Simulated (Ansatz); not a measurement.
# GaGe (F-43m) in Ansatz: a series of runs

Runs on GaGe. Level: PBEsol. Tasks: density of states, phonons, elastic constants.

All numbers are computed with Ansatz 0.2.0; they aren't measurements. Logs are shortened: lines on timing, memory, paths and dates and some standing lists are left out, and cuts for length are marked.

## 1. The structure

Symmetry: F-43m, No. 216, cubic system. The conventional cell has a = 5.796 Å, b = 5.796 Å, c = 5.796 Å, α = 90.00°, β = 90.00°, γ = 90.00°. Around Ge (site symmetry -43m) lie 4 Ga at 2.51 Å. Ga (site symmetry -43m) is surrounded by 4 Ge at 2.51 Å.

The cell comes from a database or a generator and needn't be the stable form of this composition.

## 2. Density of states, PBEsol

The input, input.yaml:

```yaml
crystal:
  lattice:
    - [0.0, 2.897844, 2.897844]
    - [2.897844, 0.0, 2.897844]
    - [2.897844, 2.897844, 0.0]
  atoms:
    - { symbol: Ge, position: [0.0, 0.0, 0.0] }
    - { symbol: Ga, position: [0.25, 0.25, 0.25] }
kpoints:
  mp_grid: { grid: [8, 8, 8] }
scf:
  occupations: { method: fermi_dirac, width: 0.05 }
hamiltonian:
  xc: pbesol
  pseudopotentials: { kind: all_electron, datasets: crystal }
output:
  forces: true
  stress: true
  eigenvalues: true
  dos: { projected: false, de: 0.1, e_range: [-20, 10] }
```

Potentials or basis: all-electron PAW datasets made for the crystal.

Started as:

```
> ansatz run input.yaml --threads 1 --pin off --max-ram 3072MiB --backend cpu --events-out ev --progress --plain --runs-dir out
```

The log of the run:

```text
Warning: RAYON_NUM_THREADS=1 ignored (pool sized by the plan → 1); use --threads N
hamiltonian.pseudopotentials.datasets: crystal makes datasets for this crystal and solves the spheres of its atoms anew in each pass: cutoff 240.0 eV, the density's 960.0 eV; for an error of 0.50 meV an atom under PBE, 1.0 meV for the cell; an energy difference from a run of another recipe may be off by several times the error for the cell, under r2SCAN by more, where some 0.1 meV an atom stays at smaller errors; Ga in spheres of 1.328 Å, 13 of its electrons in bands; Ge in spheres of 1.180 Å, 4 of its electrons in bands, 10 on its site; only band paths and densities of states list, in semicore columns, the levels of the semicore shells that are solved separately: 3d of Ge
Engine: ansatz 0.2.0, aarch64-unknown-linux-gnu
Pseudopotentials: kind: all_electron
Pseudopotential: Ge, paw, valence charge 14, recommended cutoff 240 eV (normal), crystal/all_electron/pbesol/scalar/gaussian/Ge, Koelling and Harmon's equation, gaussian nucleus
Pseudopotential: Ga, paw, valence charge 13, recommended cutoff 240 eV (normal), crystal/all_electron/pbesol/scalar/gaussian/Ga, Koelling and Harmon's equation, gaussian nucleus
Functional definition: PBEsol
  exchange = pbesol_x
  correlation = pbesol_c
Crystal: 2 atoms, lattice volume = 48.669 Å³
Basis set: ecut = 240 eV, 411 PW (Γ), exchange–correlation on 48×48×48 points (8 copies of the dense FFT grid, shifted against one another)
Bands: 13, of which v1, the nominal top of the filled ones, is band 9 counted from 1 (8 counted from 0)
Symmetry: 24 space group operations
Space group: F-43m (ITA 216), of the structure as read, at distance tolerance 3.7e-5 Å
k-points: 29 of 512 (time reversal used)
Non-local potential: Ge, projectors of the file, l = 0: 1, l = 1: 1
Non-local potential: Ga, projectors of the file, l = 0: 1, l = 1: 1, l = 2: 2
PAW form: soft (Blöchl's): semilocal exchange-correlation on the pseudo side does not see the compensation charge
PAW one-centre angular grid: Ge, 110 points (default); XC on its mesh's 1859 points in the sphere
PAW one-centre angular grid: Ga, 590 points (default); XC on its mesh's 1905 points in the sphere
Initial density: superposition of atomic densities (neutral atoms: chi_scale 0, normalization atom)
Initial wavefunctions: pseudopotential atomic-orbital guess
Functional: x = pbesol(κ = 0.804, μ = 0.12345679012345678), c = pbesol(β = 0.046)
iter 1 solved again at ethr=1.48e-3 eV; its pass at ethr=1.00e-1 eV (dr2=2.52e-1 eV) is discarded
SCF iter   1: F=—  HF=-109934.499546 eV  |F-HF|=—  |Δ(HF+E_count)|=         —  Δρ=2.34e-2  dr2=2.37e-1  ethr=1.48e-3  ⟨swp⟩=4.0  Hψ=2308  notcnv=0
preconditioner: auto → none  [insulator: Δε(μ)=0.275 eV  Ē_g=14.943 eV  σ=0.050 eV  W_gap=0.68  n_scr=14 (ndim 8)  ℏωp=21.9 eV  f_vac=0.000  D(μ)=1.09/eV (n_scr^D=8)  ε∞_Penn≈3.2]
SCF iter   2: F=—  HF=-109934.496390 eV  |F-HF|=—  |Δ(HF+E_count)|=   3.16e-3  Δρ=1.06e-2  dr2=4.37e-2  ethr=1.39e-3  ⟨swp⟩=3.0  Hψ=826  notcnv=0
SCF iter   3: F=—  HF=-109934.498966 eV  |F-HF|=—  |Δ(HF+E_count)|=   2.58e-3  Δρ=2.39e-3  dr2=4.86e-3  ethr=2.57e-4  ⟨swp⟩=2.3  Hψ=973  notcnv=0  defer=1
iter 4 solved again at ethr=1.52e-7 eV; its pass at ethr=2.86e-5 eV (dr2=2.58e-5 eV) is discarded
SCF iter   4: F=—  HF=-109934.496347 eV  |F-HF|=—  |Δ(HF+E_count)|=   2.62e-3  Δρ=3.09e-4  dr2=2.60e-5  ethr=1.52e-7  ⟨swp⟩=3.0  Hψ=1870  notcnv=0
SCF iter   5: F=—  HF=-109934.496356 eV  |F-HF|=—  |Δ(HF+E_count)|=   9.83e-6  Δρ=1.52e-4  dr2=8.04e-6  ethr=1.52e-7  ⟨swp⟩=3.0  Hψ=678  notcnv=0
SCF iter   6: F=—  HF=-109934.496366 eV  |F-HF|=—  |Δ(HF+E_count)|=   9.92e-6  Δρ=6.32e-5  dr2=2.90e-6  ethr=4.73e-8  ⟨swp⟩=3.0  Hψ=822  notcnv=0
SCF iter   7: F=—  HF=-109934.496365 eV  |F-HF|=—  |Δ(HF+E_count)|=   1.56e-6  Δρ=1.12e-5  dr2=7.74e-8  ethr=1.71e-8  ⟨swp⟩=3.0  Hψ=726  notcnv=0
SCF iter   8: F=-109934.496365 eV  HF=-109934.496365 eV  |F-HF|=8.15e-10  |Δ(HF+E_count)|=   3.08e-8  Δρ=1.97e-6  dr2=1.08e-9  ethr=4.55e-10  ⟨swp⟩=3.0  Hψ=734  notcnv=0
SCF 1 converged in 8 iterations: F = -109934.496364 eV  dr2 = 1.08e-9
  Residual-converged pass: ⟨swp⟩=3.0  Hψ=838  notcnv=0  max |occ|·‖R‖ = 5.2e-6 eV (tolerance 5.3e-6 eV)  dr2=1.01e-9  dr2_onsite=3.01e-9  max |Δocc| = 5.8e-9
SCF converged after 8 iterations
Free energy (F): -109934.496364 eV
Harris-Foulkes:  -109934.496364 eV  (|F-HF|=8.15e-10)
Internal energy: -109934.487846 eV  (E = F + TS)
E sigma→0 (E₀):  -109934.492105 eV
Entropy (-TS):   -0.008518 eV (-4.259 meV/atom)
Past the cutoff: the bands carry plane waves up to 1.75 times it, of which those up to 1.5 times it add -0.000186 eV an atom, each by itself; the spheres take 0.000401 eV an atom off the energy for waves past 1.75 times it
By the cutoff:   a pressure is off by up to 0.007 GPa (1.2 times the spheres' own share and the shells' term, over an atom's volume, and 0.004 GPa: a bound that held against runs at twice the plane waves)
Past the cutoffs: a stress includes 0.0018 GPa for waves and charges beyond them, in addition to the slope of what the spheres take
In the spheres:  the bands' charges fall short by 1.2e-6 e at most (sound up to 1e-3), those of shells solved beside the bands by 1.5e-6 e (sound up to 5e-4)
Fermi energy:    7.662301 eV
--- Per-component energies (eV) ---
  E_band       = -42.153654
  E_kinetic    = 94.946778
  E_local      = -2899.871011  (includes V_loc(G=0)·N_el)
  E_nonlocal   = -400.656708
  E_hartree    = 1374.819889
  E_xc         = -96.594265
  E_vxc        = -105.947578  (∫ρ·V_xc dr)
  E_paw        = -113976.006614  (= ΣΔE_a)
  E_vpaw       = -7890.674190  (= ΣTr[D̂ρ^β])
  E_ewald      = -2441.536352
  E_smearing   = -0.008518  (= −TS)
  E_closure    = 8410.410437  (closes the sum)
  Σ components = -109934.496364   (vs F -109934.496364, Δ=0.00e0)
  The terms above E_closure are by the made datasets' own strengths, without shells solved beside the bands.
--- Forces (eV/Å), atoms counted from 1 ---
  atom   1  Ge     0.00000000    -0.00000000     0.00000000
  atom   2  Ga    -0.00000000     0.00000000     0.00000000
  max |Σ_I F_I| component: 3.70e-17 eV/Å
--- Stress (GPa, compression-positive) ---
       -2.384146       0.000000       0.000000
        0.000000      -2.384146      -0.000000
        0.000000      -0.000000      -2.384146
  P = ⅓ Tr σ = -2.3841 GPa (-23.841 kbar)
  It holds what live shells' own plane waves past their cutoff add
--- Band table (eV; the first three rows and the last of 29) ---
  k-point 0: bands = ["-6.6340", "-6.6340", "-6.6340", "-6.5737", "-6.5737", "-2.8803", "9.3570", "9.3570", "9.3570", "9.6973", "12.0129"]
  k-point 1: bands = ["-6.6380", "-6.6313", "-6.6313", "-6.5739", "-6.5739", "-2.6974", "7.2582", "9.0537", "9.0537", "10.5309", "12.4219"]
  k-point 2: bands = ["-6.6478", "-6.6255", "-6.6255", "-6.5739", "-6.5739", "-2.1692", "5.0020", "8.5440", "8.5440", "10.1578", "12.9758"]
  k-point 28: bands = ["-6.6724", "-6.6104", "-6.6011", "-6.5819", "-6.5724", "0.2269", "2.0026", "5.4942", "5.6055", "13.4109", "13.4191"]
```

Wall time 13 s (1 thread of Arm Neoverse N1, shared host); peak memory 0.51 GiB.

What came out:

| Item | Value |
| --- | --- |
| Free energy | -109934.4964 eV |
| Pressure | -2.4 GPa |
| Band gap on the k mesh | none (metal or under the smearing width) |

States per cell in windows of 0.5 eV (zero at the Fermi level; states under -8 eV left out):
```tsv
from (eV)	total
-8.0	0.42
-7.5	0.00
-7.0	0.00
-6.5	0.00
-6.0	0.18
-5.5	0.71
-5.0	0.36
-4.5	0.22
-4.0	0.16
-3.5	0.11
-3.0	0.11
-2.5	0.62
-2.0	0.57
-1.5	0.74
-1.0	0.72
-0.5	0.66
0.0	0.53
0.5	0.23
1.0	0.09
1.5	0.00
2.0	0.07
2.5	0.34
3.0	0.85
3.5	0.77
4.0	0.42
4.5	0.52
5.0	0.82
5.5	0.71
6.0	0.67
6.5	0.73
7.0	0.44
7.5	0.44
```

Caveat: the program warned that the printed levels may be off, so bands, gaps and densities of states are rough.

## 3. Phonons, PBEsol

input.yaml: that of step 2 with these lines changed.

```diff
@@ -14,7 +14,6 @@
   xc: pbesol
-  pseudopotentials: { kind: all_electron, datasets: crystal }
-output:
-  forces: true
-  stress: true
-  eigenvalues: true
-  dos: { projected: false, de: 0.1, e_range: [-20, 10] }
+  pseudopotentials: { kind: all_electron, lapw: { basis_error: 0.001 } }
+output: {}
+phonons:
+  method: fd
+  supercell: [1, 1, 1]
```

Potentials or basis: all-electron LAPW, scalar-relativistic.

Started as:

```
> ansatz run input.yaml --threads 1 --pin off --max-ram 3072MiB --backend cpu --events-out ev --progress --plain --runs-dir out
```

The log of the run:

```text
Warning: RAYON_NUM_THREADS=1 ignored (pool sized by the plan → 1); use --threads N
LAPW: plane waves up to 9.225 Å⁻¹, error target 1.0e-3 eV per atom; small_component_spin mean_spin; Ga in spheres of 1.221 Å, 21 of its electrons in bands, Dirac shells []; Ge in spheres of 1.213 Å, 22 of its electrons in bands, Dirac shells [] (how accurate: hamiltonian.pseudopotentials.lapw.basis_error, Limitations)
Engine: ansatz 0.2.0, aarch64-unknown-linux-gnu
Pseudopotentials: kind: all_electron
Pseudopotential: Ge, LAPW, valence charge 22, lapw/all_electron/scalar/gaussian/Ge, Koelling and Harmon's equation, gaussian nucleus
Pseudopotential: Ga, LAPW, valence charge 21, lapw/all_electron/scalar/gaussian/Ga, Koelling and Harmon's equation, gaussian nucleus
Functional definition: PBEsol
  exchange = pbesol_x
[... 74 lines left out ...]
  k-point 2: bands = ["-154.9924", "-135.1408", "-102.3004", "-102.3004", "-102.3004", "-86.0405", "-86.0405", "-86.0405", "-16.2687", "-16.2675", "-16.2675", "-16.2492", "-16.2492", "-6.6478", "-6.6254", "-6.6254", "-6.5739", "-6.5739", "-2.1692", "5.0020", "8.5440", "8.5440", "10.1578", "12.9758", "12.9758", "14.7203"]
  k-point 28: bands = ["-154.9924", "-135.1408", "-102.3005", "-102.3004", "-102.3004", "-86.0405", "-86.0405", "-86.0405", "-16.2685", "-16.2671", "-16.2633", "-16.2501", "-16.2474", "-6.6724", "-6.6104", "-6.6011", "-6.5818", "-6.5724", "0.2269", "2.0026", "5.4942", "5.6055", "13.4109", "13.4191", "13.7695", "14.0658"]
--- Phonons: 2 displaced members + reference (amplitude 0.01 Å, Σ member SCF iterations 14) ---
  symmetry images taken by strict's conditions (phonons.symmetry_images: auto; settled by no image being taken that strict refuses)
  ASR residual: 2.303e-5 → 0.000e0 eV/Å²; symmetrization residual: 3.962e-5 eV/Å²
  largest component of a force at the reference: 1.1e-16 eV/Å
  ASR residual per site (eV/Å²): 2.30e-5 7.37e-6
  Γ frequencies (cm⁻¹): 0.00 0.00 0.00 190.46 190.46 190.46
  density of states and harmonic sums: on the 18×18×18 q-mesh, interpolated from the force constants of a 1×1×1 supercell (no non-analytic term)
  largest difference from the sums on the solved wave vectors: F 5.60e-1 eV, S 8.19e-4 and C_V 2.58e-4 eV/K
  zero-point energy: 0.048176 eV/cell   skipped modes (ω ≤ 0): 3   left out of the sums: 8.57e-5 of the cell's modes: C_V's classical limit lies that fraction below 3 k_B per atom; for a crystal, a wire or a layer, F and S can be off by more, and a phonons.interpolated_qmesh denser along its periods is the remedy for the sampling
```

phdos.tsv:

```text
# omega_inv_cm	omega_thz	g_bin_mean(omega)[modes/inv_cm]
# format = ansatz-phdos/2
# interpolated_qmesh = 18 18 18
# force_constants_supercell = 1 1 1
# lo_to_splitting: not included (the non-analytic LO-TO correction is not applied to the interpolated dynamical matrix; polar crystals: no LO-TO splitting at GAMMA, and LO and other optical branches, acoustic branches and sound speeds, and with them the density of states and the thermodynamics, can be off between the wave vectors that the force constants were sampled on, most near GAMMA; a larger extent of the force constants narrows that region and is not shown to mend the acoustic slopes)
# g_bin_mean(omega): the modes in a bin one row spacing wide, centred on omega, divided by that spacing. A flat band (one whose frequency is the same at every q-point) is counted whole in the row whose bin holds it (on the edge of two bins, in the lower row). The modes of the run's own cell are the sum of g_bin_mean times the row spacing in inv_cm (a plain sum, not the trapezoid rule); for a one-atom cell on a GAMMA-only q-mesh every row is zero, so that sum is 0, not 3
0.000000	0.000000	1.090684e-8
0.380911	0.011419	2.835778e-7
0.761823	0.022839	1.068870e-6
1.142734	0.034258	2.377691e-6
1.523646	0.045678	4.210040e-6
1.904557	0.057097	6.565917e-6
[... 493 lines left out ...]
190.074809	5.698299	4.503699e-3
190.455720	5.709719	1.753414e-4
```

Wall time 3 min (1 thread of Arm Neoverse N1, shared host); peak memory 0.48 GiB.

What came out:

| Quantity | Value |
| --- | --- |
| Free energy | -109934.4957 eV |
| Band gap on the k mesh | none (metal or under the smearing width) |
| Highest phonon frequency at Γ | 190 cm⁻¹ |

Phonon frequencies in cm⁻¹ (negative: imaginary):
```csv
q point,frequencies
"(0.000, 0.000, 0.000)",0 0 0 190 190 190
```

Caveat: a metal's response needs a denser mesh.

## 4. Elastic constants, PBEsol

input.yaml: that of step 3 with these lines changed.

```diff
@@ -9,3 +9,3 @@
 kpoints:
-  mp_grid: { grid: [8, 8, 8] }
+  mp_grid: { grid: [6, 6, 6] }
 scf:
@@ -15,5 +15,7 @@
   pseudopotentials: { kind: all_electron, lapw: { basis_error: 0.001 } }
-output: {}
-phonons:
-  method: fd
-  supercell: [1, 1, 1]
+output:
+  forces: true
+  stress: true
+elastic:
+  mode: relaxed_ion
+  stencil: two_point
```

Potentials or basis: all-electron LAPW, scalar-relativistic.

Started as:

```
> ansatz run input.yaml --threads 1 --pin off --max-ram 3072MiB --backend cpu --events-out ev --progress --plain --runs-dir out
```

The log of the run:

```text
Warning: RAYON_NUM_THREADS=1 ignored (pool sized by the plan → 1); use --threads N
LAPW: plane waves up to 9.225 Å⁻¹, error target 1.0e-3 eV per atom; small_component_spin mean_spin; Ga in spheres of 1.221 Å, 21 of its electrons in bands, Dirac shells []; Ge in spheres of 1.213 Å, 22 of its electrons in bands, Dirac shells [] (how accurate: hamiltonian.pseudopotentials.lapw.basis_error, Limitations)
Engine: ansatz 0.2.0, aarch64-unknown-linux-gnu
Pseudopotentials: kind: all_electron
Pseudopotential: Ge, LAPW, valence charge 22, lapw/all_electron/scalar/gaussian/Ge, Koelling and Harmon's equation, gaussian nucleus
Pseudopotential: Ga, LAPW, valence charge 21, lapw/all_electron/scalar/gaussian/Ga, Koelling and Harmon's equation, gaussian nucleus
Functional definition: PBEsol
  exchange = pbesol_x
  correlation = pbesol_c
Crystal: 2 atoms, lattice volume = 48.669 Å³
Basis set: ecut = 324.2290107006007 eV, 645 PW (Γ), exchange–correlation at level 2
Bands: 26, of which v1, the nominal top of the filled ones, is band 22 counted from 1 (21 counted from 0)
Symmetry: 24 space group operations
[... 179 lines left out ...]
  reference stress σ⁰ (GPa):      2.493      2.493      2.493      0.000     -0.000      0.000
  no Pulay correction (none for the plane-wave cutoff is built on LAPW): the batch's stresses and constants are at fixed plane waves
  C* (energy form; C + prestress term) asymmetry max|C*_kj − C*_jk| = 2.842e-14 GPa — a small one proves nothing (zero by symmetry where the batch's group is 432, −43m or m−3m); a large one is finite-difference/SCF noise where every solve meets its electron count
  moduli (Voigt/Reuss/Hill, GPa): K = 45.43/45.43/45.43   G = -28.16/-21.64/-24.90   E = -91.40   ν = 0.835
  mechanically stable: NO (min eigenvalue of sym C = -38.20 GPa)
  where every solve meets its electron count the energy-path curvature estimates C_jj along a normal strain and C_jj − ¼(σ⁰_aa + σ⁰_bb) along a shear (ab), closely only under elastic.basis: deformed
  strain η (Voigt 11):  stress-route row diagonal C_11 = 27.95 GPa, energy-path curvature d²(F+E_count)/dδ²/Ω₀ = 27.91 GPa
         δ    σ_11 (GPa)             F (eV)   n_scf  n_hpsi   n_pw
    -2.000e-3       2.4363     -109934.5235565       9   26727    656   relax 0 steps, max|allowed force component| 8.67e-19 eV/Å
     2.000e-3       2.5481     -109934.5205277       9   26619    656   relax 0 steps, max|allowed force component| 6.94e-18 eV/Å
  strain η (Voigt 23):  stress-route row diagonal C_44 = -38.20 GPa, energy-path curvature d²(F+E_count)/dδ²/Ω₀ = -39.66 GPa
         δ    σ_23 (GPa)             F (eV)   n_scf  n_hpsi   n_pw
    -2.000e-3       0.0764     -109934.5220831       2    9474    656   relax 3 steps, max|allowed force component| 1.61e-5 eV/Å
     2.000e-3      -0.0764     -109934.5220831       2    9495    656   relax 2 steps, max|allowed force component| 1.51e-5 eV/Å
```

elastic_members.tsv:

```text
# convention: tension-positive GPa; Voigt order 11 22 33 23 13 12; engineering shear strains; stresses and constants hold the Pulay correction, whose part of sigma0, of c and of each member's stress the lines and columns named pulay_correction_..._gpa give (of c_energy it is that of c and, on the columns of strains 1 to 3, that of sigma0; of a layer's constants it is that of c in the plane, times a tenth of its plane spacing in ang); where a line pulay_correction_withheld stands none holds it
[... 11 lines left out ...]
3	2.0000000000e-3	2.4892413841e0	2.4953361151e0	2.4953361151e0	-7.6395730137e-2	-6.8420699892e-16	-1.6119119943e-16	-1.0993452208e5	-1.0993451526e5	2	9495	656	2	1.5086654415e-5	0.0000000000e0	nan	nan	nan	nan	nan	nan	nan	0.0000000000e0
```

Run time: 5.1 min. Hardware: 1 thread of Arm Neoverse N1, shared host; peak memory 0.39 GiB.

What came out:

```yaml
Free_energy: -109934.5221 eV
Pressure: -2.5 GPa
Band_gap_on_the_k_mesh: none (metal or under the smearing width)
Elastic_constants_C11_C12_C44: 28, 54, -38 GPa
Voigt_bulk_modulus: 45 GPa
```

Levels at points of the mesh, in eV from the Fermi level:
```
             k point  band 19  band 20  band 21  band 22  band 23  band 24  band 25  band 26
  (0.00, 0.00, 0.00)   -10.44     1.80     1.80     1.80     2.14     4.46     4.46     4.46
 (0.00, 0.00, -0.50)    -8.47    -5.28     0.49     0.49     2.13     5.43     5.43     8.18
(0.00, -0.50, -0.50)    -7.41    -5.71    -1.15    -1.15     2.36     2.48    11.10    11.10
```

Elastic tensor in Voigt notation (GPa, in the Cartesian axes of the cell as first typed):
```
 28  54  54   0   0   0
 54  28  54   0   0   0
 54  54  28   0   0   0
  0   0   0 -38   0   0
  0   0   0   0 -38   0
  0   0   0   0   0 -38
```

Caveat: the k mesh is thin for a metal, which can move the energy by tens of meV per atom; a metal's response needs a denser mesh; the elastic tensor has a negative eigenvalue, so either the cell is unstable as it stands or the mesh is too thin.

## 5. Overview

```tsv
task	potentials or basis	k mesh	cutoff (eV)	basis error allowed	gap on the mesh (eV)	pressure (GPa)
density of states	all-electron PAW datasets made for the crystal	8 × 8 × 8	240	-	none	-2.4
phonons	all-electron LAPW, scalar-relativistic	8 × 8 × 8	324	0.001 eV/atom	none	-
elastic constants	all-electron LAPW, scalar-relativistic	6 × 6 × 6	324	0.001 eV/atom	none	-2.5
```

Alike in all rows: level PBEsol; no spin polarisation; cell as given; smearing fermi-dirac 0.05 eV.

Caveats: a metal's response needs a denser mesh (some runs); the program warned that the printed levels may be off, so bands, gaps and densities of states are rough (some runs); the k mesh is thin for a metal, which can move the energy by tens of meV per atom (some runs); the elastic tensor has a negative eigenvalue, so either the cell is unstable as it stands or the mesh is too thin (some runs).

Compare energies only between runs with the same functional and basis.
